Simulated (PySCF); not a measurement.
**PtNCl: from HF to coupled cluster**

Aim: at the PBE0 minimum of singlet PtNCl, found before, compare methods on energies and levels.

Program: PySCF 2.14.0. Level of theory: several methods, basis Pt def2-TZVP with ECP60, N def2-TZVP, Cl def2-TZVP, scalar-relativistic core potentials, no spin–orbit coupling, density fitting. These are calculated values, not measurements.

### Step 1. The system as given

3 atoms, charge 0, spin multiplicity 1.

Bond lengths: Pt1–N2 1.667 Å, Pt1–Cl3 2.194 Å. Angles: N2–Pt1–Cl3 180.0°.

```xyz
3
charge 0 multiplicity 1
Pt    0.0000    0.0000   -0.2188
N     0.0000    0.0000   -1.8855
Cl    0.0000    0.0000    1.9748
```

### Step 2. PBE0

The steps are one call of a driver around PySCF; scf.py gives each level's set-up. Each SCF starts from the density of the minimum. The driver also runs the species with one electron less or more at the same geometry (one less: multiplicity 2, one more: multiplicity 2); their logs are not shown.

scf.py reads:

```python
from pyscf import gto, scf, dft
mol = gto.M(atom='''
Pt    -0.000000    -0.000000    -0.218771
N     -0.000000    -0.000000    -1.885528
Cl     0.000000     0.000000     1.974782''',
    basis={'Pt': 'def2-TZVP', 'N': 'def2-TZVP', 'Cl': 'def2-TZVP'},
    ecp={'Pt': 'def2-TZVP'},
    charge=0, spin=0)
mf = dft.RKS(mol, xc='PBE0')
mf.grids.atom_grid = (99, 590)
aux = {'Pt': 'def2-universal-JKFIT', 'N': 'def2-universal-JKFIT', 'Cl': 'def2-universal-JKFIT'}
mf = mf.density_fit(auxbasis=aux)
mf.kernel()
```

### Step 3. HF

scf.py: that of step 2 with these lines changed.

```diff
@@ -9,2 +9 @@
-mf = dft.RKS(mol, xc='PBE0')
-mf.grids.atom_grid = (99, 590)
+mf = scf.RHF(mol)
```

### Step 4. PBE

scf.py: that of step 3 with these lines changed.

```diff
@@ -9 +9,2 @@
-mf = scf.RHF(mol)
+mf = dft.RKS(mol, xc='PBE')
+mf.grids.atom_grid = (99, 590)
```

### Step 5. CCSD(T)

scf.py: that of step 4 with these lines changed.

```diff
@@ -9,2 +9 @@
-mf = dft.RKS(mol, xc='PBE')
-mf.grids.atom_grid = (99, 590)
+mf = scf.RHF(mol)
@@ -13,0 +13,3 @@
+from pyscf import cc
+mycc = cc.CCSD(mf, frozen=6).run()
+mycc.ccsd_t()
```

### Step 6. r2SCAN

scf.py: that of step 5 with these lines changed.

```diff
@@ -9 +9,2 @@
-mf = scf.RHF(mol)
+mf = dft.RKS(mol, xc='R2SCAN')
+mf.grids.atom_grid = (99, 590)
@@ -13,3 +13,0 @@
-from pyscf import cc
-mycc = cc.CCSD(mf, frozen=6).run()
-mycc.ccsd_t()
```

### Step 7. B3LYP

scf.py: that of step 6 with these lines changed.

```diff
@@ -9 +9 @@
-mf = dft.RKS(mol, xc='R2SCAN')
+mf = dft.RKS(mol, xc='B3LYP')
```

### Step 8. TPSSh

scf.py: that of step 7 with these lines changed.

```diff
@@ -9 +9 @@
-mf = dft.RKS(mol, xc='B3LYP')
+mf = dft.RKS(mol, xc='TPSSH')
```

(Steps that only read results are left out.)

Q: Predict the outcome of this session. Wanted: atomisation energy, CCSD(T) in this basis; vertical ionisation energy, range; vertical electron affinity, range; orbital gap, range; T1, D1.

As calculated:

```
                                 quantity                          value
atomisation energy, CCSD(T) in this basis                     697 kJ/mol
        vertical ionisation energy, range  9.81 (HF) to 10.29 (B3LYP) eV
        vertical electron affinity, range   2.16 (PBE) to 2.49 (PBE0) eV
                       orbital gap, range    1.22 (PBE) to 10.54 (HF) eV
                                   T1, D1                   0.024, 0.083
```

**Reading.** The functionals' atomisation energies stand -35 kJ/mol (B3LYP) to +109 kJ/mol (PBE) from CCSD(T); much of that can be the slow basis convergence of CCSD(T), which binds tens of kJ/mol more at its limit, so it ranks no functional. HF lacks the correlation that pairing electrons in bonds brings, so it binds too weakly, by 657 kJ/mol even against this CCSD(T). Without diffuse functions electron affinities tend to come out too low. With an element this heavy the missing spin–orbit coupling can shift these numbers.
